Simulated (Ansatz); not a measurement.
# AlFH2O2: the cost of one run

All numbers below are computed with Ansatz 0.2.0 (RKS B3LYP-D4/STO-3G).

## 1. Starting point

Bond lengths: Al1–F2 1.690 Å, Al1–O3 1.780 Å, O3–H4 1.010 Å, Al1–O5 1.780 Å, O5–H6 1.010 Å. Angles: F2–Al1–O3 120.0°, F2–Al1–O5 120.0°, O3–Al1–O5 120.0°, Al1–O3–H4 109.5°, Al1–O5–H6 109.5°.

Coordinates:

```xyz
6

Al    0.0000    0.0000    0.0000
F     0.0000    0.0000    1.6900
O     1.5415    0.0000   -0.8900
H     1.8414   -0.9519   -1.0449
O    -1.5415    0.0000   -0.8900
H    -2.0512   -0.8467   -0.6815
```

## 2. Preparing the start

input.yaml

```yaml
crystal:
  periodic: [false, false, false]
  atoms:
    - { symbol: Al, position_ang: [0.0, 0.0, 0.0] }
    - { symbol: F, position_ang: [0.0, 0.0, 1.69] }
    - { symbol: O, position_ang: [1.5415, 0.0, -0.89] }
    - { symbol: H, position_ang: [1.8414, -0.9519, -1.0449] }
    - { symbol: O, position_ang: [-1.5415, 0.0, -0.89] }
    - { symbol: H, position_ang: [-2.0512, -0.8467, -0.6815] }
basis:
  gaussian: { orbitals: STO-3G }
hamiltonian:
  xc: b3lyp
  dispersion: d4
relax:
  f_tol: 0.02
  max_steps: 40
```

On the command line:

```console
ansatz run input.yaml --threads 1 --pin off --max-ram 2048MiB --backend cpu --events-out ev --progress --plain --runs-dir out
```

What time and memory should one allow on 1 thread of Arm Neoverse N1, shared host?

About 19 s, with a peak of 0.11 GiB.
